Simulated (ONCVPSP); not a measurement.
# Pseudopotential generation for chlorine: ONCV, PBEsol

Do these settings give a usable potential? It is generated, then checked for transferability, scattering, ghosts and hardness.

Method: ONCVPSP 4.0.1.1 (patched build), PBEsol, scalar-relativistic.

### Step 1. The atom and the settings

Typed settings, in words:

```json
{"element": "chlorine (Cl, Z = 17)", "type": "optimised norm-conserving Vanderbilt (ONCV)", "frozen core": "[Ne]", "valence charge": "7", "reference configuration": "3s2 3p2 (charge +3)", "partial waves": "3s: rc 1.05 bohr, ncon 4, nbas 9, qcut 7.7 1/bohr, 2 projectors, debl 3.1 Ha; 3p: rc 1.40 bohr, ncon 3, nbas 6, qcut 6.9 1/bohr, 1 projector; d scattering state at 0.03 Ha: rc 1.45 bohr, ncon 3, nbas 6, qcut 5.7 1/bohr, 2 projectors, debl 3.1 Ha", "local potential": "polynomial inside 0.80 bohr (lpopt 5, dvloc0 0 Ha)", "core correction": "Teter function, fcfact 5.5, rcfact 1.6"}
```

The nodes and maxima of the atom's own shells, from an earlier all-electron run, set the scale for the radii.

All-electron outer shells of the reference configuration (PBEsol, scalar-relativistic, ld1.x):

```json
{"shell": "2s", "level (eV)": "-297.06", "outermost node (bohr)": "0.12", "outermost maximum (bohr)": "0.36"}
{"shell": "2p", "level (eV)": "-236.46", "outermost node (bohr)": "–", "outermost maximum (bohr)": "0.30"}
{"shell": "3s", "level (eV)": "-58.78", "outermost node (bohr)": "0.55", "outermost maximum (bohr)": "1.23"}
{"shell": "3p", "level (eV)": "-45.06", "outermost node (bohr)": "0.52", "outermost maximum (bohr)": "1.31"}
```

### Step 2. The generation run

The input, Cl.dat:

```
# ATOM AND REFERENCE CONFIGURATION
# atsym  z   nc   nv     iexc    psfile
  Cl 17.00    3    2  -116133      upf
#
#   n    l    f
    1    0    2.00
    2    0    2.00
    2    1    6.00
    3    0    2.00
    3    1    2.00
#
# PSEUDOPOTENTIAL AND OPTIMIZATION
# lmax
    2
#
#   l,   rc,      ep,       ncon, nbas, qcut
    0    1.05    0.00    4    9    7.70
    1    1.40    0.00    3    6    6.90
    2    1.45    0.03    3    6    5.70
#
# LOCAL POTENTIAL
# lloc, lpopt,  rc(5),   dvloc0
    4    5    0.80    0.00
#
# VANDERBILT-KLEINMAN-BYLANDER PROJECTORs
# l, nproj, debl
    0    2    3.10
    1    1    3.80
    2    2    3.10
#
# MODEL CORE CHARGE
# icmod, fcfact, rcfact
    3    5.50    1.60
#
# LOG DERIVATIVE ANALYSIS
# epsh1, epsh2, depsh
   -4.00    5.00    0.02
#
# OUTPUT GRID
# rlmax, drl
    6.00    0.01
#
# TEST CONFIGURATIONS
# ncnf
    4
# nvcnf
#   n    l    f
    2
    3    0    2.00
    3    1    5.00
#
    2
    3    0    2.00
    3    1    4.00
#
    2
    3    0    2.00
    3    1    3.00
#
    2
    3    0    2.00
    3    1    1.00
#
```

On the command line:

```console
$ oncvpsp.x < Cl.dat > Cl.out
```

Q: Predict the outcome of this session. Wanted: cutoffs for 1 and 0.1 mHa per electron, occupied waves; bound ghosts; GHOST(+) flags; largest test error; largest phase difference near zero energy, channels read; rms error of d²Exc/dn², without and with the model core; projector energies reset by the program.

As calculated:

| quantity | value |
| --- | --- |
| cutoffs for 1 and 0.1 mHa per electron, occupied waves | 28 Ha and 197 Ha |
| bound ghosts | s at -284.21 eV |
| GHOST(+) flags | none at low energy |
| largest test error (AE − PS) | +76 meV, for 3s2 3p5 |
| largest phase difference near zero energy, channels read | 0.019 rad |
| rms error of d²Exc/dn², without and with the model core | 3.69 and 5.68 mHa |
| projector energies reset by the program | d: 0.050, 3.150 Ha |

What this shows: It has a bound ghost (s), a state that the atom doesn't have, and that rules the file out. Close by lies the frozen 2s level (-297.1 eV). By total energies transferability is fair: the largest error is 76 meV on 77.5 eV, for 3s2 3p5. That test lies far up in energy; among those under 40 eV, nearer to bonding, the largest error is 11 meV. The potential is of middling hardness: the looser tolerance needs 28 Ha. The tighter tolerance needs 197 Ha, and converged work needs a cutoff nearer that. At the looser tolerance the 3s wave is the slowest; 3p needs 15 Ha. That counts occupied waves only; other projectors can need more. Near zero energy the phases of the channels with partial waves agree within 0.019 rad. In the p channel the atom's pole at 1.21 Ha sits lower, at 0.87 Ha, in the pseudo curve.
